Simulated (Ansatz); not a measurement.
# C2H8AlFOSi: the cost of one run

All numbers below are computed with Ansatz 0.2.0 (RKS B3LYP-D4/STO-3G).

**1. The structure to begin with**

Bond lengths: F1–C2 1.414 Å, C2–Si3 1.894 Å, C2–O4 1.474 Å, O4–C5 1.350 Å, C5–Al6 2.027 Å, C2–H7 1.127 Å, Si3–H8 1.419 Å, Si3–H9 1.507 Å, Si3–H10 1.425 Å, C5–H11 1.071 Å, C5–H12 1.115 Å, Al6–H13 1.607 Å, Al6–H14 1.569 Å. Angles (14 of 22 angles, heavy atoms first): F1–C2–Si3 110.6°, F1–C2–O4 109.2°, Si3–C2–O4 110.3°, C2–O4–C5 111.2°, O4–C5–Al6 108.8°, F1–C2–H7 108.8°, Si3–C2–H7 108.7°, O4–C2–H7 109.1°, C2–Si3–H8 107.9°, C2–Si3–H9 107.2°, C2–Si3–H10 109.0°, O4–C5–H11 108.4°, O4–C5–H12 116.5°, Al6–C5–H11 105.9°.

As a file:

```xyz
14

F    -0.9452   -1.9786   -0.4044
C    -0.7882   -0.6216   -0.0383
Si   -2.4176    0.3207   -0.2526
O     0.2675   -0.0143   -0.8688
C     1.4885   -0.4743   -0.5209
Al    2.3340    0.8340    0.7756
H    -0.4807   -0.5712    1.0443
H    -3.3817   -0.2755    0.6006
H    -2.1791    1.7352    0.2083
H    -2.8053    0.2721   -1.6228
H     2.1115   -0.4689   -1.3916
H     1.5266   -1.4931   -0.0699
H     1.6201    1.0941    2.1912
H     3.6366    1.6123    0.3781
```

**2. Relaxing the start**

input.yaml

```yaml
crystal:
  periodic: [false, false, false]
  atoms:
    - { symbol: F, position_ang: [-0.9452, -1.9786, -0.4044] }
    - { symbol: C, position_ang: [-0.7882, -0.6216, -0.0383] }
    - { symbol: Si, position_ang: [-2.4176, 0.3207, -0.2526] }
    - { symbol: O, position_ang: [0.2675, -0.0143, -0.8688] }
    - { symbol: C, position_ang: [1.4885, -0.4743, -0.5209] }
    - { symbol: Al, position_ang: [2.334, 0.834, 0.7756] }
    - { symbol: H, position_ang: [-0.4807, -0.5712, 1.0443] }
    - { symbol: H, position_ang: [-3.3817, -0.2755, 0.6006] }
    - { symbol: H, position_ang: [-2.1791, 1.7352, 0.2083] }
    - { symbol: H, position_ang: [-2.8053, 0.2721, -1.6228] }
    - { symbol: H, position_ang: [2.1115, -0.4689, -1.3916] }
    - { symbol: H, position_ang: [1.5266, -1.4931, -0.0699] }
    - { symbol: H, position_ang: [1.6201, 1.0941, 2.1912] }
    - { symbol: H, position_ang: [3.6366, 1.6123, 0.3781] }
basis:
  gaussian: { orbitals: STO-3G }
hamiltonian:
  xc: b3lyp
  dispersion: d4
relax:
  f_tol: 0.02
  max_steps: 40
```

Command:

```bash
$ ansatz run input.yaml --threads 1 --pin off --max-ram 2048MiB --backend cpu --events-out ev --progress --plain --runs-dir out
```

What time and memory should one allow on 1 thread of Arm Neoverse V2, shared host?

About 81 s, with a peak of 0.18 GiB.
